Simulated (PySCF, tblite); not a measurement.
**C₄H₇F₃Si: geometry, infrared bands and NMR shifts**

Wanted: the infrared bands and NMR shifts of C₄H₇F₃Si (`C[SiH2]CC(F)=C(F)F`), by calculation.

The runs use tblite 0.8.0 and PySCF 2.14.0, with density-fitted response routines of our own; the level of theory stands in each step. All values are computed, except where a source is named. Atoms are numbered from 0 throughout.

### 1 The starting structure

15 atoms, charge 0, multiplicity 1; geometry from: force field or distance geometry start.

Bonds of the start (Å): C0–Si1 1.83, Si1–C2 1.88, C2–C3 1.51, C3–F4 1.33, C3–C5 1.34, C5–F6 1.36, C5–F7 1.35, C0–H8 1.12, C0–H9 1.13, C0–H10 1.09, Si1–H11 1.49, Si1–H12 1.46, C2–H13 1.10, C2–H14 1.09.

### 2 Relaxing the molecule with GFN2-xTB

The job: settings as JSON, then the geometry in Å.

```
{"job": {"kind": "relax", "xc": "GFN2-xTB", "basis": "xTB"}, "charge": 0, "multiplicity": 1}
C     -2.589600     0.059800     0.032000
Si    -0.892800    -0.518800    -0.355000
C      0.449800     0.326600     0.644200
C      1.582800     0.531200    -0.332700
F      1.400600     1.248400    -1.433200
C      2.748300    -0.045700    -0.028200
F      3.853100     0.054500    -0.806800
F      2.823700    -0.747100     1.128300
H     -3.335100    -0.543800    -0.550800
H     -2.868000    -0.054200     1.118400
H     -2.685300     1.115600    -0.231400
H     -0.816900    -1.955000     0.034900
H     -0.565900    -0.433300    -1.774100
H      0.132600     1.288900     1.062200
H      0.758400    -0.319100     1.470400
```

Run with:

```sh
OMP_NUM_THREADS=1 python probes_run.py task.json out
```

This one command runs all jobs of the session in turn.

**Question.** This job is followed by: GFN2-xTB harmonic vibrations, gas phase; GIAO PBE0/pcSseg-1 NMR shielding, non-relativistic, gas phase. Predict these results of the whole session: strongest single infrared mode (GFN2-xTB); zero-point energy (GFN2-xTB); 13C shifts against TMS (PBE0/pcSseg-1); 1H shifts against TMS (PBE0/pcSseg-1, means over atoms taken as alike); 29Si shifts against TMS (PBE0/pcSseg-1); 19F shifts against CFCl3 (PBE0/pcSseg-1).

**Answer**, as computed:

```
                                                              quantity                         value
                             strongest single infrared mode (GFN2-xTB)         2250 cm⁻¹, 346 km/mol
                                          zero-point energy (GFN2-xTB)                 61.7 kcal/mol
                                13C shifts against TMS (PBE0/pcSseg-1)  165.8, 138.0, 15.5, -6.3 ppm
1H shifts against TMS (PBE0/pcSseg-1, means over atoms taken as alike)          4.32, 1.84, 0.26 ppm
                               29Si shifts against TMS (PBE0/pcSseg-1)                     -40.2 ppm
                              19F shifts against CFCl3 (PBE0/pcSseg-1)    -109.7, -127.5, -183.1 ppm
```

What this shows: Relaxing lowered the energy by 0.486 eV in 117 steps; the close pair that moved most is C0–Si1, from 1.834 to 1.895 Å. All 39 modes are real, so the xTB geometry is a minimum. The strongest single mode, at 2250 cm⁻¹, moves mainly H11. GFN2-xTB is a fitted tight-binding method: band positions and strengths are rough. Its intensities can rank the bands wrongly. At PBE0/pcSseg-1: The largest span, 115 ppm, is at F4, where the paramagnetic term is -118 ppm.
